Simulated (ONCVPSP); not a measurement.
**An ONCV potential for Tl, from input to tests**

Do these settings give a usable potential? It is generated, then checked for transferability, scattering, ghosts and hardness.

The numbers are computed with ONCVPSP 4.0.1 (PBEsol, scalar-relativistic, spin-unpolarised reference atom).

## (1) Settings

Typed settings, in words:

| Item | Value |
| --- | --- |
| element | thallium (Tl, Z = 81) |
| type | optimised norm-conserving Vanderbilt (ONCV) |
| frozen core | [Xe] 4f14 5d10 |
| valence charge | 3 |
| reference configuration | 6s1.75 6p1.25 |
| partial waves | 6s: rc 1.65 bohr, ncon 3, nbas 6, qcut 3.5 1/bohr, 2 projectors, debl 3 Ha; 6p: rc 2.60 bohr, ncon 4, nbas 8, qcut 2.6 1/bohr, 1 projector |
| local potential | polynomial inside 1.45 bohr (lpopt 3, dvloc0 4 Ha) |
| core correction | not asked for |

An earlier all-electron run gives the scale for the radii.

All-electron outer shells of the reference configuration (PBEsol, scalar-relativistic, ld1.x):

| shell | level (eV) | outermost node (bohr) | outermost maximum (bohr) |
| --- | --- | --- | --- |
| 5p | -76.60 | 0.50 | 0.90 |
| 5d | -15.96 | 0.53 | 1.11 |
| 6s | -9.93 | 1.04 | 2.08 |
| 6p | -2.58 | 1.23 | 2.87 |

## (2) The generation run

Input file Tl.dat:

```
# ATOM AND REFERENCE CONFIGURATION
# atsym  z   nc   nv     iexc    psfile
  Tl 81.00   13    2  -116133      upf
#
#   n    l    f
    1    0    2.00
    2    0    2.00
    2    1    6.00
    3    0    2.00
    3    1    6.00
    3    2   10.00
    4    0    2.00
    4    1    6.00
    4    2   10.00
    4    3   14.00
    5    0    2.00
    5    1    6.00
    5    2   10.00
    6    0    1.75
    6    1    1.25
#
# PSEUDOPOTENTIAL AND OPTIMIZATION
# lmax
    1
#
#   l,   rc,      ep,       ncon, nbas, qcut
    0    1.65    0.00    3    6    3.50
    1    2.60    0.00    4    8    2.60
#
# LOCAL POTENTIAL
# lloc, lpopt,  rc(5),   dvloc0
    4    3    1.45    4.00
#
# VANDERBILT-KLEINMAN-BYLANDER PROJECTORs
# l, nproj, debl
    0    2    3.00
    1    1    2.40
#
# MODEL CORE CHARGE
# icmod, fcfact, rcfact
    0    0.00    0.00
#
# LOG DERIVATIVE ANALYSIS
# epsh1, epsh2, depsh
   -2.00    5.00    0.02
#
# OUTPUT GRID
# rlmax, drl
    6.00    0.01
#
# TEST CONFIGURATIONS
# ncnf
    4
# nvcnf
#   n    l    f
    2
    6    0    2.00
    6    1    1.00
#
    2
    6    0    2.00
    6    1    0.00
#
    2
    6    0    1.00
    6    1    0.00
#
    2
    6    0    2.00
    6    1    0.50
#
```

Command:

```console
$ oncvpsp.x < Tl.dat > Tl.out
```

Before running it: what results should come out? Wanted: cutoffs for 1 and 0.1 mHa per electron, occupied waves; bound ghosts; GHOST(+) flags; largest test error; largest phase difference near zero energy, channels read.

**Answer**, as computed:

| quantity | value |
| --- | --- |
| cutoffs for 1 and 0.1 mHa per electron, occupied waves | 32 Ha and 43 Ha |
| bound ghosts | none found |
| GHOST(+) flags | s at 93 eV, s at 1460 eV |
| largest test error (AE − PS) | +40 meV, for 6s1 6p0 |
| largest phase difference near zero energy, channels read | 0.024 rad |

**Reading.** By total energies transferability is fair: the largest error is 40 meV on 24.2 eV, for 6s1 6p0. It counts as of middling hardness, with 32 Ha needed at the looser tolerance. At the looser tolerance the 6s wave is the slowest; 6p needs 4 Ha. The program's ghost test flags no bound state. Near zero energy the phases of the channels with partial waves agree within 0.024 rad. The program also flags highly localised states, GHOST(+) (s). All of this concerns the isolated atom, not yet a solid.
